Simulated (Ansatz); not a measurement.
CH6BFSi, SMILES C[SiH2]BF, a rigid scan of one bond length

Computed with Ansatz 0.2.0, Python API.

Notebook, run cell by cell (the value of a cell's last expression is shown):

In [1]:
```python
import ansatz as az
from ase import Atoms
import matplotlib.pyplot as plt
import numpy as np
```

In [2]:
```python
BASIS_SET = "6-31G*"
FUNCTIONAL = "CAM-B3LYP"
```

In [3]:
```python
atoms = Atoms(["C", "Si", "B", "F", "H", "H", "H", "H", "H", "H"], positions=[
    [-1.186, 0.5561, -0.4323],
    [-0.0041, -0.1489, 0.7398],
    [1.5933, -0.5935, -0.2297],
    [1.6556, -1.5195, -1.319],
    [-0.8041, 1.5128, -0.9119],
    [-2.1641, 0.8727, 0.1033],
    [-1.4408, -0.1278, -1.2415],
    [-0.5312, -1.3466, 1.3296],
    [0.3114, 0.8404, 1.8445],
    [2.6531, -0.0969, 0.1202],
])
geometry = az.Crystal.molecule_from_ase(atoms)
```

In [4]:
```python
symbols = [site.symbol for site in geometry.cartesian_sites]
start = np.array([site.position_ang for site in geometry.cartesian_sites])
axis = (start[5] - start[0]) / np.linalg.norm(start[5] - start[0])
moving = [5]
lengths, energies = [0.99, 1.07, 1.16, 1.28, 1.45, 1.74, 2.09, 2.55], []
for length in lengths:
    xyz = start.copy()
    xyz[moving] += (length - np.linalg.norm(start[5] - start[0])) * axis
    point = az.Crystal.molecule()
    for symbol, place in zip(symbols, xyz):
        point = point.atom(symbol, place.tolist())
    model = (
        point.calculation()
        .basis(gaussian=BASIS_SET)
        .functional(FUNCTIONAL)
    )
    report = model.run(threads=1).report
    energies.append(report["free_energy_ev"])
    print(f"r = {length:6.3f} A  E = {energies[-1]:.5f} eV  <S^2> = {abs(report['mean_field']['state']['spin_squared']):.3f}")
```
```text
r =  0.990 A  E = -12403.49249 eV  <S^2> = 0.000
r =  1.070 A  E = -12403.71113 eV  <S^2> = 0.000
r =  1.160 A  E = -12403.66135 eV  <S^2> = 0.000
r =  1.280 A  E = -12403.31612 eV  <S^2> = 0.000
r =  1.450 A  E = -12402.58100 eV  <S^2> = 0.000
r =  1.740 A  E = -12401.21158 eV  <S^2> = 0.000
r =  2.090 A  E = -12399.76791 eV  <S^2> = 0.000
r =  2.550 A  E = -12398.34325 eV  <S^2> = 0.000
```

In [5]:
```python
print("energy above the lowest point (eV):", [round(e - min(energies), 3) for e in energies])
plt.figure(figsize=(4.5, 3))
plt.plot(lengths, np.array(energies) - min(energies), "o-")
plt.xlabel("bond length (A)")
plt.ylabel("E - E(min) (eV)")
plt.tight_layout()
plt.savefig("scan.png", dpi=100)
```
```text
energy above the lowest point (eV): [0.219, 0.0, 0.05, 0.395, 1.13, 2.5, 3.943, 5.368]
```

Caveats:
- These settings explore the input space; basis and method may be short of convergence.
- The rest of the molecule is held rigid at a force-field or estimated start geometry, and the basis set is modest; single-reference methods fail as a bond breaks.
- The orbitals are restricted, so S² is zero by construction.
- Toward dissociation an unrestricted state can lie under the restricted one, by tenths of an eV for polar bonds under a functional and by 1 to 2 eV or more for others.
- Run time: 20 s on 1 thread of Intel(R) Xeon(R) Platinum 8375C CPU @ 2.90GHz (Ice Lake), with other jobs on the host, peak memory 0.27 GiB.
